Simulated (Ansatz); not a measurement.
# HfZrS4: the cost of one run

Computed with Ansatz 0.2.0 (DFT PBE, scalar-relativistic, plane waves, PAW, unless a step's input says otherwise).

## (1) The starting structure

The structure is trigonal, space group P-3m1 (No. 164). The conventional cell has a = 3.569 Å, b = 3.569 Å, c = 11.875 Å, α = 90.00°, β = 90.00°, γ = 120.00°. Around Zr (site symmetry -3m) lie 6 S at 2.49 Å. Around Hf (site symmetry -3m) lie 6 S at 2.49 Å. S (site symmetry 3m) has 3 Hf at 2.49 Å as nearest neighbours. S (site symmetry 3m) has 3 Zr at 2.49 Å as nearest neighbours.

As a file:

```xyz
6
Lattice="3.5688 0.0000 0.0000 -1.7844 3.0907 0.0000 0.0000 0.0000 11.8754" Properties=species:S:1:pos:R:3 pbc="T T T"
Zr    0.0000    0.0000    0.0000
Hf    0.0000    0.0000    5.9377
S     1.7844    1.0302    4.5361
S     1.7844    1.0302   10.4738
S     0.0000    2.0605    1.4016
S     0.0000    2.0605    7.3393
```

The start is an ordering of an alloy on its end members' structure types: elements ordered on the sites of the HfS2 type, Hf/Zr on Hf (P-3m1, No. 164).

## (2) Probe: one point on a coarse mesh

input.yaml reads:

```yaml
crystal:
  lattice:
    - [3.56881486, 0.0, 0.0]
    - [-1.78440743, 3.09068433, 0.0]
    - [0.0, 0.0, 11.87537107]
  atoms:
    - { symbol: Zr, position: [0.0, 0.0, 0.0] }
    - { symbol: Hf, position: [0.0, 0.0, 0.5] }
    - { symbol: S, position: [0.66666667, 0.33333333, 0.38197604] }
    - { symbol: S, position: [0.66666667, 0.33333333, 0.88197604] }
    - { symbol: S, position: [0.33333333, 0.66666667, 0.11802396] }
    - { symbol: S, position: [0.33333333, 0.66666667, 0.61802396] }
basis:
  ecutwfc: 420
kpoints:
  mp_grid: { grid: [6, 6, 2] }
hamiltonian:
  xc: pbe
scf:
  occupations: { method: gaussian, width: 0.1 }
  lower_state_search: "off"
output:
  forces: true
  stress: true
  eigenvalues: true
```

The run is started by

```sh
$ ansatz run input.yaml --threads 1 --pin off --max-ram 2560MiB --backend cpu --events-out ev --progress --plain --runs-dir out
```

Q: Estimate wall time and peak memory on 1 thread of Arm Neoverse V1, shared host.

About 5 s, with a peak of 0.4 GiB.
